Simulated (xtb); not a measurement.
**GFN2-xTB run of SnHCl3 (SMILES [Cl][SnH]([Cl])[Cl])**

Aim: a geometry optimisation of SnHCl3. 

Program for the calculation: xtb 6.7.1.

3 further runs of the same task are left out: 1 that didn't finish, 2 set aside as unsound or not needed.

**1. The system as given**

The species is SnHCl3 (5 atoms), meant as a singlet with charge 0. As SMILES, `[Cl][SnH]([Cl])[Cl]`. The shape comes from a force field and isn't a relaxed structure. The run starts from this shape.

Bond lengths: Cl1–Sn2 2.391 Å, Sn2–Cl3 2.366 Å, Sn2–Cl4 2.294 Å, Sn2–H5 1.765 Å. Angles: Cl1–Sn2–Cl3 110.9°, Cl1–Sn2–Cl4 110.3°, Cl3–Sn2–Cl4 109.5°, Cl1–Sn2–H5 108.4°, Cl3–Sn2–H5 109.9°, Cl4–Sn2–H5 107.9°.

**2. A structure relaxation at GFN2-xTB**

File struc.tmol:

```
$coord
      0.783669423882     -1.942260510890      3.924205270398  cl
      0.174610693915     -0.032503289344     -0.124155006388  sn
     -1.007035051813      4.257741931394      0.301033371653  cl
     -2.883533093566     -2.159767987835     -2.342504504086  cl
      3.026585361201     -0.262671931323     -1.836813793136  h
$end
```

On the command line:

```
$ xtb struc.tmol --json --opt --gfn 2 | tee out.txt
```

What values should one expect? Wanted: total energy at the end; dipole moment; HOMO energy; LUMO energy; HOMO–LUMO gap; dispersion energy; mean polarisability.

Computed results:

At GFN2-xTB:

```
                      quantity          value
       total energy at the end   -16.37137 Eh
                 dipole moment         2.07 D
                   HOMO energy      -12.20 eV
                   LUMO energy       -8.84 eV
                 HOMO–LUMO gap        3.36 eV
             dispersion energy  -13.11 kJ/mol
mean polarisability (D4 model)     82.8 bohr³
```

At the final geometry: Bond lengths: Cl1–Sn2 2.302 Å, Sn2–Cl3 2.303 Å, Sn2–Cl4 2.303 Å, Sn2–H5 1.742 Å. Angles: Cl1–Sn2–Cl3 106.6°, Cl1–Sn2–Cl4 106.6°, Cl3–Sn2–Cl4 106.6°, Cl1–Sn2–H5 112.2°, Cl3–Sn2–H5 112.2°, Cl4–Sn2–H5 112.2°. The optimisation took 8 steps and changed the energy by -0.074 eV. Mulliken charges run from -0.15 on Cl3 to +0.40 on Sn2.
